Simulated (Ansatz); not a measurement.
## Al2Pd, space group Fm-3m: a scan of one input key, step by step

Computed with the Python package of Ansatz (0.2.0).

The cells in order, each with its output:

**Cell 1**
```python
import ansatz as az
from tabulate import tabulate
```

**Cell 2**
```python
lattice = az.Lattice.of(
    [0.0, 2.949536, 2.949536],
    [2.949536, 0.0, 2.949536],
    [2.949536, 2.949536, 0.0],
)
sites = [
    ("Al", [0.25, 0.25, 0.25]),
    ("Al", [0.75, 0.75, 0.75]),
    ("Pd", [0.0, 0.0, 0.0]),
]
structure = az.Crystal(lattice=lattice)
for symbol, position in sites:
    structure = structure.atom(symbol, position)

setup = structure.calculation()
setup = setup.pseudopotentials("paw")
setup = setup.basis(470).functional("pbesol", dispersion="d4")
setup = setup.occupations(az.OccupationsMethod.FERMI_DIRAC, width=0.1)
setup = setup.kpoints(10, 10, 10).band_table()
typed = setup.input()
rows = []
for value in [0.0001, 1e-06, 1e-08]:
    edited = typed.set(az.key.scf.convergence.dr2_threshold, value)
    data = az.Session.from_dict(edited).plan().execute().report
    rows.append((value, data["free_energy_ev"], data["n_iterations"], len(data["eigenvalues_ev"][0]) if "eigenvalues_ev" in data else 0))
print(tabulate(rows, headers=["threshold eV", "F eV", "iterations", "bands listed"], floatfmt=".4f", tablefmt="github"))
print(edited.to_yaml())
```
Output:
```text
|   threshold eV |       F eV |   iterations |   bands listed |
|----------------|------------|--------------|----------------|
|         0.0001 | -7958.2412 |            6 |             16 |
|         0.0000 | -7958.2412 |            6 |             16 |
|         0.0000 | -7958.2412 |            7 |             16 |
crystal:
  lattice:
    - [0.0, 2.949536, 2.949536]
    - [2.949536, 0.0, 2.949536]
    - [2.949536, 2.949536, 0.0]
  atoms:
    - { symbol: Al, position: [0.25, 0.25, 0.25] }
    - { symbol: Al, position: [0.75, 0.75, 0.75] }
    - { symbol: Pd, position: [0.0, 0.0, 0.0] }
basis:
  ecutwfc: 470.0
kpoints:
  mp_grid:
    grid: [10, 10, 10]
hamiltonian:
  xc: pbesol
  dispersion: d4
  pseudopotentials:
    kind: paw
scf:
  occupations:
    method: fermi_dirac
    width: 0.1
  convergence:
    dr2_threshold: 1.0e-08
output:
  eigenvalues: true
```

Caveats:
- Total energies depend on the potentials; only differences at equal settings carry meaning. A total without «per atom» is that of the whole cell that was run.
- Dispersion corrections can be off by several per cent in the lattices of metals, and by several GPa in the pressure at a fixed cell.
- The structure comes from a database of computed cells and needn't be a stable or known phase.
- Hardware and time: 6.7 s on 1 thread of Arm Neoverse V2, on a shared host, peak memory 0.39 GiB.
